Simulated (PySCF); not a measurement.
# C2H5F3OSi: electronic excitations

What electronic excitations should C2H5F3OSi (`O[SiH2]CC(F)(F)F`) show?

Programs: PySCF 2.14.0, with density-fitted response routines of our own. Each step states its level of theory. These are calculated values for one molecule in the gas phase, unless marked as measured. Atoms count from 0, in the outputs and in this text.

### 1 Starting geometry

12 atoms, charge 0, multiplicity 1; geometry from: GFN2-xTB.

Bonds of the start (Å): O0–Si1 1.61, Si1–C2 1.92, C2–C3 1.49, C3–F4 1.35, C3–F5 1.35, C3–F6 1.34, O0–H7 0.96, Si1–H8 1.46, Si1–H9 1.45, C2–H10 1.09, C2–H11 1.09.

### 2 TDDFT and polarisability: B3LYP/def2-SVPD

The job: settings as JSON, then the geometry in Å.

```
{"job": {"kind": "uv", "xc": "B3LYP", "basis": "def2-SVPD", "nstates": 8, "ntriplets": 3}, "charge": 0, "multiplicity": 1}
O      1.712188     0.935541     1.131462
Si     1.278314     0.414637    -0.332729
C     -0.172760    -0.837765    -0.201483
C     -1.392558    -0.187811     0.361727
F     -1.171874     0.359228     1.579320
F     -2.428595    -1.030864     0.528508
F     -1.853345     0.816015    -0.404942
H      1.101012     1.262222     1.789192
H      0.835917     1.500007    -1.203291
H      2.448684    -0.317637    -0.785374
H     -0.438760    -1.242819    -1.174750
H      0.082976    -1.671438     0.451051
```

Level: TDDFT B3LYP/def2-SVPD, vertical, gas phase, core orbitals frozen in the response.

Command:

```console
$ OMP_NUM_THREADS=1 python probes_run.py task.json out
```

The driver reads the jobs from task.json and runs them one after another.

What it wrote:

```text
coarse grid: 11240 points
cycle   1  E = -742.8187279302  dE =  9.449e-01  |g| = 1.107e+00  |ddm| = 4.260e+00
cycle   2  E = -742.4522398277  dE =  3.665e-01  |g| = 1.822e+00  |ddm| = 2.454e+00
cycle   3  E = -743.0342345802  dE = -5.820e-01  |g| = 1.536e-01  |ddm| = 1.558e+00
cycle   4  E = -743.0386308750  dE = -4.396e-03  |g| = 6.507e-02  |ddm| = 2.236e-01
cycle   5  E = -743.0394365478  dE = -8.057e-04  |g| = 1.291e-02  |ddm| = 6.018e-02
cycle   6  E = -743.0394632831  dE = -2.674e-05  |g| = 4.341e-03  |ddm| = 1.474e-02
cycle   7  E = -743.0394673073  dE = -4.024e-06  |g| = 4.206e-04  |ddm| = 4.902e-03
final grid: 107224 points
cycle   8  E = -743.1419011356  dE = -3.351e-05  |g| = 6.243e-03  |ddm| = 6.202e-02
cycle   9  E = -743.1418930477  dE =  8.088e-06  |g| = 9.330e-03  |ddm| = 1.237e-02
cycle  10  E = -743.1419082197  dE = -1.517e-05  |g| = 4.095e-04  |ddm| = 7.151e-03
cycle  11  E = -743.1419082495  dE = -2.980e-08  |g| = 1.887e-04  |ddm| = 6.991e-04
cycle  12  E = -743.1419082563  dE = -6.729e-09  |g| = 5.830e-05  |ddm| = 2.265e-04
cycle  13  E = -743.1419082569  dE = -6.037e-10  |g| = 1.724e-05  |ddm| = 6.651e-05
converged SCF energy = -743.1419082569

Static polarisability (au): isotropic 56.464, principal 52.690 54.120 62.581

Singlet excitations
state   eV       nm        f      main configurations
  1   7.4535    166.3   0.00411   H->L 0.97
  2   7.9496    156.0   0.00252   H-1->L 0.97
  3   8.2270    150.7   0.02906   H->L+1 0.97
  4   8.6232    143.8   0.01533   H->L+2 0.62, H->L+3 0.17, H-1->L+1 0.16
  5   8.6575    143.2   0.02482   H-1->L+1 0.80, H->L+2 0.12
  6   8.8245    140.5   0.06639   H->L+3 0.71, H->L+2 0.20
  7   9.1442    135.6   0.02147   H-1->L+2 0.73, H-1->L+3 0.08
  8   9.2323    134.3   0.02266   H->L+4 0.52, H-1->L+3 0.23

Triplet excitations (Tamm-Dancoff, eV): 7.1418 7.6264 7.9503
```

Run time: 64 s. Hardware: 1 thread of Arm Neoverse N1, shared host; peak memory 0.83 GiB.

The orbitals next to the gap, with their largest atomic shares:

| orbital | eV | atoms |
| --- | --- | --- |
| HOMO−3 | -10.79 | O0 37 %, Si1 16 %, C2 11 % |
| HOMO−2 | -10.61 | O0 48 %, Si1 16 %, C2 11 % |
| HOMO−1 | -9.25 | O0 29 %, Si1 24 %, H9 19 % |
| HOMO | -8.79 | O0 40 %, Si1 19 %, C2 17 % |
| LUMO | -0.19 | Si1 28 %, O0 23 %, H7 11 % |
| LUMO+1 | 0.33 | Si1 24 %, C2 16 %, H10 13 % |
| LUMO+2 | 0.83 | Si1 43 %, H8 15 %, H9 11 % |

With each of the 8 states as a Gaussian band of 0.4 eV half-width at 1/e, the curve within the window shown has maxima at 141 nm (ε 4,900) L/(mol cm). Beyond the last state computed it falls off for lack of states. The curve at chosen wavelengths:

(nm, ε (L/mol/cm)): (130, 991), (132, 1810), (134, 2775), (136, 3730), (138, 4501), (140, 4901), (142, 4817), (144, 4310), (146, 3592), (148, 2875), (150, 2259), (152, 1748), (154, 1315), (156, 951), (158, 666), (160, 465), (162, 340), (164, 267), (166, 222), (168, 187), (170, 153), (172, 118), (174, 86), (176, 58), (178, 37), (180, 22)

Leading natural transition orbitals of singlet state 6: the hole lies on O0 44 %; H8 23 %; C2 15 %; the particle on H9 26 %; H7, H8 about 18 % each; Si1 8 %.

Leading natural transition orbitals of singlet state 1: the hole lies on O0 44 %; H8 22 %; C2 15 %; the particle on H7 27 %; H8, H9 about 14 % each; O0 14 %.

Ground-state properties from the same run:

| property | computed |
| --- | --- |
| dipole moment (D) | 1.29 |
| polarisability (Å³) | 8.37 |
| HOMO–LUMO gap (eV) | 8.61 |
| −ε(HOMO) (eV) | 8.79 |

The fields below are evaluated on a grid from the run's orbitals.

Frontier orbitals at B3LYP/def2-SVPD, with the share of their density that lies nearest to each atom:

| orbital | energy (eV) | lies on |
| --- | --- | --- |
| HOMO | -8.79 | O0 39 %; H8 23 %; C2 18 % |
| LUMO | -0.19 | H7 29 %; O0 14 %; H8, H9 about 13 % each |

ELF in a plane through or near 6 of the atoms.

Ten even steps from '0' (0.00) to '9' (1.00):
```
0000000000000000000000000000
0000000000000000000000000000
0000000000000000000000000000
0000000000100000110000000000
0000000015750013443100000000
0000013348992037786300000000
0000036778982058468200000000
0000147873761048665003210000
0000025877861001453478630000
0000001346433435644767741000
0000000221017855873777741000
0000258995128823550577520000
0000799999635546750013100000
0000699999511469981000000000
0000279999300269983000000000
0000016886000148861000000000
0000000110000002110000000000
0000000000000000000000000000
0000000000000000000000000000
0000000000000000000000000000
```
The map spans 10.5 Å across and 8.9 Å up, centred on the molecule. Atoms in the plane (x, y in Å): O0 (-1.9, 1.1), C2 (0.4, -0.8), F4 (1.1, 1.5), F5 (2.6, 0.1), H7 (-1.3, 1.9), H9 (-2.3, -1.3).

On the surface of density 0.002 e/bohr³ the electrostatic potential runs, from the 1st to the 99th percentile, from -1.07 V near O0 to 2.10 V near H7.

### 3 Results

| quantity | value |
| --- | --- |
| lowest singlet (B3LYP/def2-SVPD) | 7.45 eV (166 nm), f = 0.004 |
| brightest single state of those computed | state 6, 8.82 eV, f = 0.066 |
| lowest triplet | 7.14 eV |
| surface potential, 1st and 99th percentile | -1.07 V and 2.10 V |

What this shows: The first singlet state (HOMO→LUMO 0.97) lies at 7.45 eV and is weak; of the 8 states computed, the strongest absorption comes from state 6 at 8.82 eV. The lowest triplet lies 0.31 eV below the lowest singlet (triplets in Tamm-Dancoff, singlets in full TDDFT). States above −ε(HOMO) lie where TDDFT describes them poorly and they hang on the basis; the brightest is among them.
